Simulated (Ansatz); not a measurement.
# BaMgPF: further runs on the relaxed cell

The task, for BaMgPF: relax it again with other functionals.

Method: DFT PBE, scalar-relativistic, plane waves, PAW, in Ansatz 0.2.0.

**1. The starting structure**

The structure is tetragonal, space group P4/nmm (No. 129). Conventional cell: a = 4.334 Å, b = 4.334 Å, c = 9.573 Å, α = 90.00°, β = 90.00°, γ = 90.00°. Around Ba (site symmetry 4mm) lie 4 F at 2.66 Å. Around P (site symmetry 4mm) lie 4 Mg at 2.62 Å. Around Mg (site symmetry -4m2) lie 4 P at 2.62 Å. F (site symmetry -4m2) is surrounded by 4 Ba at 2.66 Å.

As a file:

```
Ba P Mg F
1.0
     4.33386    0.00000    0.00000
     0.00000    4.33386    0.00000
     0.00000    0.00000    9.57329
Ba P Mg F
2 2 2 2
Direct
  0.50000 0.00000 0.16055
  0.00000 0.50000 0.83945
  0.50000 0.00000 0.65313
  0.00000 0.50000 0.34687
  0.50000 0.50000 0.50000
  0.00000 0.00000 0.50000
  0.50000 0.50000 0.00000
  0.00000 0.00000 0.00000
```

It is the result of an earlier relaxation at this level (volume 22.48 Å³/atom; gap on the mesh: 1.78 eV).

**2. The cell under PBEsol**

input.yaml reads:

```yaml
crystal:
  lattice:
    - [4.3338564672, 0.0, 0.0]
    - [0.0, 4.3338564672, 0.0]
    - [0.0, 0.0, 9.5732924182]
  atoms:
    - { symbol: Ba, position: [0.5, 0.0, 0.160545613] }
    - { symbol: Ba, position: [0.0, 0.5, 0.839454387] }
    - { symbol: P, position: [0.5, 0.0, 0.6531338968] }
    - { symbol: P, position: [0.0, 0.5, 0.3468661032] }
    - { symbol: Mg, position: [0.5, 0.5, 0.5] }
    - { symbol: Mg, position: [0.0, 0.0, 0.5] }
    - { symbol: F, position: [0.5, 0.5, 0.0] }
    - { symbol: F, position: [0.0, 0.0, 0.0] }
basis:
  ecutwfc: 420
kpoints:
  mp_grid: { grid: [6, 6, 4] }
hamiltonian:
  xc: pbesol
scf:
  occupations: { method: gaussian, width: 0.02 }
output:
  forces: true
  stress: true
  eigenvalues: true
  write_density: true
  write_potential: true
  elf: true
  volumetric_format: npy
relax:
  adjacent_minimum: "off"
  f_tol: 0.005
  max_steps: 50
  cell: { stress_tol: 0.05 }
```

Command:

```sh
ansatz run input.yaml --threads 4 --pin off --max-ram 10240MiB --backend cpu --events-out ev --progress --plain --runs-dir out
```

**3. The cell under PBE+D3(BJ)**

input.yaml: that of step 2 with these lines changed.

```diff
@@ -19,3 +19,4 @@
 hamiltonian:
-  xc: pbesol
+  xc: pbe
+  dispersion: d3bj
 scf:
```

**4. The cell under LDA**

input.yaml: that of step 3 with these lines changed.

```diff
@@ -19,4 +19,3 @@
 hamiltonian:
-  xc: pbe
-  dispersion: d3bj
+  xc: lda
 scf:
@@ -27,6 +26,2 @@
   eigenvalues: true
-  write_density: true
-  write_potential: true
-  elf: true
-  volumetric_format: npy
 relax:
```

**5. The cell under r2SCAN**

input.yaml: that of step 4 with these lines changed.

```diff
@@ -15,3 +15,3 @@
 basis:
-  ecutwfc: 420
+  ecutwfc: 500
 kpoints:
@@ -19,3 +19,3 @@
 hamiltonian:
-  xc: lda
+  xc: r2scan
 scf:
```

(Steps that only read results are left out.)

**Question.** What will these runs give?

**Answer**, as computed:

The volumes rise in the order LDA, PBEsol, PBE+D3(BJ), r2SCAN, PBE, over 8.3 %.
